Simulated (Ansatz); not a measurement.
# C3H10FNSi: the cost of one run

All numbers below are computed with Ansatz 0.2.0 (RKS PBE-D4/cc-pVDZ).

### 1 The starting structure

Bond lengths (14 of 15 bonds, heavy atoms first): C1–C2 1.529 Å, C2–C3 1.556 Å, C3–N4 1.400 Å, C3–F5 1.383 Å, C3–Si6 1.890 Å, C1–H7 1.122 Å, C1–H8 1.047 Å, C1–H9 1.127 Å, C2–H10 1.085 Å, C2–H11 1.110 Å, N4–H12 0.972 Å, N4–H13 1.076 Å, Si6–H14 1.490 Å, Si6–H15 1.466 Å. Angles (14 of 27 angles, heavy atoms first): C1–C2–C3 117.3°, C2–C3–N4 111.0°, C2–C3–F5 104.4°, C2–C3–Si6 115.8°, N4–C3–F5 102.5°, N4–C3–Si6 115.4°, F5–C3–Si6 106.2°, C1–C2–H10 108.6°, C1–C2–H11 106.9°, C3–C2–H10 108.8°, C3–C2–H11 109.6°, C2–C1–H7 107.7°, C2–C1–H8 110.7°, C2–C1–H9 108.8°.

Structure file:

```xyz
16

C     0.2007   -1.8175   -0.6808
C     0.9778   -0.5461   -0.3376
C     0.1494    0.7306   -0.0130
N    -0.5996    1.1382   -1.1236
F     1.0945    1.7349    0.0945
Si   -0.7851    0.7096    1.6302
H    -0.4574   -1.5873   -1.5598
H     0.8545   -2.5913   -0.9448
H    -0.4778   -2.0729    0.1821
H     1.6560   -0.3234   -1.1541
H     1.6356   -0.7921    0.5224
H    -0.0602    1.1995   -1.9293
H    -1.0168    2.1169   -0.9649
H     0.0945    0.4309    2.7998
H    -1.4669    1.9829    1.8789
H    -1.8222   -0.3354    1.6444
```

### 2 End point A

Input file input.yaml:

```yaml
crystal:
  periodic: [false, false, false]
  atoms:
    - { symbol: C, position_ang: [0.2007, -1.8175, -0.6808] }
    - { symbol: C, position_ang: [0.9778, -0.5461, -0.3376] }
    - { symbol: C, position_ang: [0.1494, 0.7306, -0.013] }
    - { symbol: "N", position_ang: [-0.5996, 1.1382, -1.1236] }
    - { symbol: F, position_ang: [1.0945, 1.7349, 0.0945] }
    - { symbol: Si, position_ang: [-0.7851, 0.7096, 1.6302] }
    - { symbol: H, position_ang: [-0.4574, -1.5873, -1.5598] }
    - { symbol: H, position_ang: [0.8545, -2.5913, -0.9448] }
    - { symbol: H, position_ang: [-0.4778, -2.0729, 0.1821] }
    - { symbol: H, position_ang: [1.656, -0.3234, -1.1541] }
    - { symbol: H, position_ang: [1.6356, -0.7921, 0.5224] }
    - { symbol: H, position_ang: [-0.0602, 1.1995, -1.9293] }
    - { symbol: H, position_ang: [-1.0168, 2.1169, -0.9649] }
    - { symbol: H, position_ang: [0.0945, 0.4309, 2.7998] }
    - { symbol: H, position_ang: [-1.4669, 1.9829, 1.8789] }
    - { symbol: H, position_ang: [-1.8222, -0.3354, 1.6444] }
basis:
  gaussian: { orbitals: cc-pVDZ }
hamiltonian:
  xc: pbe
  dispersion: d4
relax:
  f_tol: 0.015
  max_steps: 40
output:
  orbitals: {}
```

Launch:

```
> ansatz run input.yaml --threads 2 --pin off --max-ram 3072MiB --backend cpu --events-out ev --progress --plain --runs-dir out
```

Q: Estimate wall time and peak memory on 2 threads of Arm Neoverse V1, shared host.

About 38 s, with a peak of 0.2 GiB.
